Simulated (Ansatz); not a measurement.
**AlAs− (doublet): from Hartree-Fock to the top rungs, aug-cc-pVDZ**

One table from this session's results is given with a row withheld; the runs are named, their logs left out.

Method: aug-cc-pVDZ, core rule «outside noble gas», up to 19 orbitals frozen; program: Ansatz 0.2.0, Gaussian basis.

To be run: UHF; CCSD(T) on ROHF; BCCD(T) on ROHF; CISD; CCSDT(Q) on ROHF; CCSDT(Q) on UHF; CASSCF and MRCISD+Q, 9 electrons in 8 orbitals; CASSCF and NEVPT2, 9 electrons in 8 orbitals.

39 further runs of the same task are left out: 7 for a known fault of the program, 23 that didn't finish, 9 set aside as unsound or not needed.

### The system

The geometry is a PBE0/def2-TZVPD stationary point (not a proven minimum) of the parent state, kept for this charge and spin. No spin-orbit coupling is included. The filled d shell of As may be among the frozen orbitals whatever the setting's name suggests; the logs give the count.

2 atoms, charge -1, spin multiplicity 2.

Atoms are counted from 1 here; the program's logs count them from 0.

Bond lengths: Al1–As2 2.421 Å.

Set-up of the first run:

The input, in.yaml:

```yaml
crystal:
  periodic: [false, false, false]
  atoms:
    - {symbol: Al, position_ang: [0.000000, 0.000000, 0.000000]}
    - {symbol: As, position_ang: [0.000000, 0.000000, 2.421000]}
basis:
  gaussian: {orbitals: aug-cc-pVDZ}
total_charge: -1
magnetization: {spin_polarized: true, initial_magnetization: 1}
hamiltonian: {xc: hf}
output: {orbitals: {seedname: orbitals}}
```

The run is started by

```
$ ansatz run in.yaml --threads 1 --pin off --events-out ev --progress --plain --max-ram 2393MiB
```

Steps of the session up to this table: UHF; CCSD(T) on ROHF; BCCD(T) on ROHF; CISD; CCSDT(Q) on ROHF; CCSDT(Q) on UHF; CASSCF and MRCISD+Q, 9 electrons in 8 orbitals; CASSCF and NEVPT2, 9 electrons in 8 orbitals.

One of the session's tables, all rows but one given; the rest of the session is left out.

| method | from RCCSDT(Q) (kcal/mol) |
| --- | --- |
| ROHF | +117.99 |
| RMP2 | +23.51 |
| CISD | ? |
| RCCSD | +7.31 |
| RCCSD(T) | +1.40 |
| BCCD(T) | +1.42 |
| RCCSDT | +0.48 |
| RCCSDT(Q) | 0 |
| CASSCF valence | +87.03 |
| NEVPT2 valence | +22.73 |
| MRCISD valence | +9.16 |
| MRCISD+Q valence | +1.14 |

Estimate the missing values for CISD.

As computed: from RCCSDT(Q) (kcal/mol): +17.16. In the column «from RCCSDT(Q) (kcal/mol)» it lies between MRCISD valence (+9.16) and NEVPT2 valence (+22.73).

Not comparable, so not listed: CCSDT(Q) on UHF (they don't share determinant, frozen orbitals or solution with the rows shown, or repeat one).
